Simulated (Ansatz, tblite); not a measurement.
**GeMe3(NHMe) (C₄H₁₃GeN): one state, many levels**

Aim: run the singlet of GeMe3(NHMe) (C₄H₁₃GeN) at one geometry on many levels, and compare frontier levels, spin and run time.

Program: Ansatz 0.2.0, Gaussian basis. Level of theory: as each input shows. These are calculated values, not measurements.

Plan: GFN1-xTB, GFN2-xTB, PBE-D4/def2-TZVP, r2SCAN-D4/def2-TZVP, revPBE-D4/def2-TZVP, HF/def2-TZVP, LDA/def2-TZVP, PBE-D4/def2-SVP, PBE0-D4/def2-SVP, HF/STO-3G, HF/6-31G, B3LYP-D4/6-31G, CCSD(T)/def2-SVP, MP2/def2-TZVP, RPA/def2-TZVP.

2 further runs of the same task are left out: 2 set aside as unsound or not needed.

## 1. The structure

The singlet was relaxed beforehand with B3LYP-D4/def2-SVP.

19 atoms, charge 0, spin multiplicity 1.

Bond lengths: Ge1–C2 1.963 Å, Ge1–C6 1.975 Å, Ge1–C10 1.962 Å, Ge1–N14 1.855 Å, C2–H3 1.100 Å, C2–H4 1.101 Å, C2–H5 1.101 Å, C6–H7 1.102 Å, C6–H8 1.101 Å, C6–H9 1.101 Å, C10–H11 1.101 Å, C10–H12 1.101 Å, C10–H13 1.101 Å, N14–C15 1.451 Å, N14–H16 1.018 Å, C15–H17 1.112 Å, C15–H18 1.103 Å, C15–H19 1.105 Å. Angles: C2–Ge1–C6 109.4°, C2–Ge1–C10 111.4°, C2–Ge1–N14 107.2°, C6–Ge1–C10 110.3°, C6–Ge1–N14 112.5°, C10–Ge1–N14 105.9°, Ge1–C2–H3 110.2°, Ge1–C2–H4 110.3°, Ge1–C2–H5 111.1°, H3–C2–H4 108.7°, H3–C2–H5 108.4°, H4–C2–H5 108.0°, Ge1–C6–H7 110.6°, Ge1–C6–H8 110.7°, Ge1–C6–H9 110.7°, H7–C6–H8 108.3°, H7–C6–H9 108.1°, H8–C6–H9 108.3° and more.

PBE0-D4/def2-TZVP was run before; its log isn't repeated, and its numbers join the tables.

## 2. GFN1-xTB

Tight binding, by tblite at 300 K electronic temperature and without a spin-polarisation term:

```python
tblite.interface.Calculator('GFN1-xTB', numbers, positions, charge=0, uhf=0).singlepoint()
```

Energy -552.5694 eV, HOMO -10.19 eV, LUMO -4.26 eV; 0.036 s.

## 3. GFN2-xTB

Tight binding, by tblite at 300 K electronic temperature and without a spin-polarisation term:

```python
tblite.interface.Calculator('GFN2-xTB', numbers, positions, charge=0, uhf=0).singlepoint()
```

Energy -544.6417 eV, HOMO -9.40 eV, LUMO -2.39 eV; 0.016 s.

## 4. PBE-D4/def2-TZVP

start.molden holds the orbitals of an earlier run on this state, given as this run's starting guess.

Input file in.yaml:

```yaml
crystal:
  periodic: [false, false, false]
  atoms:
    - {symbol: Ge, position_ang: [-0.006080, 0.438474, 0.003515]}
    - {symbol: C, position_ang: [0.061970, 0.408530, 1.965602]}
    - {symbol: H, position_ang: [-0.956542, 0.373244, 2.380663]}
    - {symbol: H, position_ang: [0.567044, 1.311334, 2.343591]}
    - {symbol: H, position_ang: [0.617391, -0.469279, 2.330327]}
    - {symbol: C, position_ang: [1.832097, 0.412407, -0.718581]}
    - {symbol: H, position_ang: [2.400967, 1.286890, -0.363941]}
    - {symbol: H, position_ang: [1.818910, 0.431504, -1.819629]}
    - {symbol: H, position_ang: [2.364253, -0.496046, -0.395465]}
    - {symbol: C, position_ang: [-0.975113, 2.012151, -0.656603]}
    - {symbol: H, position_ang: [-1.002078, 2.024252, -1.757685]}
    - {symbol: H, position_ang: [-0.481854, 2.936642, -0.318342]}
    - {symbol: H, position_ang: [-2.009936, 2.010408, -0.281888]}
    - {symbol: N, position_ang: [-0.999674, -1.033611, -0.532170]}
    - {symbol: C, position_ang: [-0.549637, -2.384324, -0.252232]}
    - {symbol: H, position_ang: [-1.381076, -0.945741, -1.471419]}
    - {symbol: H, position_ang: [0.314139, -2.734020, -0.859320]}
    - {symbol: H, position_ang: [-0.248628, -2.469242, 0.805504]}
    - {symbol: H, position_ang: [-1.366162, -3.113572, -0.401926]}
basis:
  gaussian: {orbitals: def2-TZVP, initial_orbitals: start.molden}
hamiltonian: {xc: pbe, dispersion: d4}
scf: {omitted_lower_state_checks: [starts]}
output: {orbitals: {seedname: orbitals}}
```

Run with:

```console
> ansatz run in.yaml --threads 4 --pin off --events-out ev --progress --plain --max-ram 4787MiB
```

After this run come: r2SCAN-D4/def2-TZVP; revPBE-D4/def2-TZVP; HF/def2-TZVP; LDA/def2-TZVP; PBE-D4/def2-SVP; PBE0-D4/def2-SVP; HF/STO-3G; HF/6-31G; B3LYP-D4/6-31G; CCSD(T)/def2-SVP; MP2/def2-TZVP; RPA/def2-TZVP.

Before running them: what should the planned runs give, taken together? Wanted: gap in def2-TZVP, named functionals and Hartree-Fock, smallest and largest; correlation energy, CCSD(T)/def2-SVP; correlation energy, MP2/def2-TZVP; binding an atom, CCSD(T)/def2-SVP; PBE0 total energy, smallest basis above largest.

As calculated:

| quantity | value |
| --- | --- |
| gap in def2-TZVP, named functionals and Hartree-Fock, smallest and largest | 4.79 eV (LDA), 12.79 eV (HF) |
| correlation energy, CCSD(T)/def2-SVP | -29.65 eV |
| correlation energy, MP2/def2-TZVP | -31.51 eV |
| binding an atom, CCSD(T)/def2-SVP | 3.632 eV |
| PBE0 total energy, smallest basis above largest | 13.55 eV (def2-SVP, def2-TZVP) |

Over the named functionals and Hartree-Fock in def2-TZVP the gap runs from 4.79 eV (LDA) to 12.79 eV (HF); exact exchange widens it. A small miss in a minimal or small basis is a cancelling of errors, not accuracy. The functionals in def2-TZVP miss CCSD(T)/def2-SVP by +0.149 (revPBE-D4) to +0.669 eV (LDA) an atom. The yardstick is in a double-zeta basis, so levels in larger sets aren't compared like for like. The reference is CCSD(T) in one finite basis, so it carries an error of its own, often a tenth of an eV or more, and near misses can't be ranked.
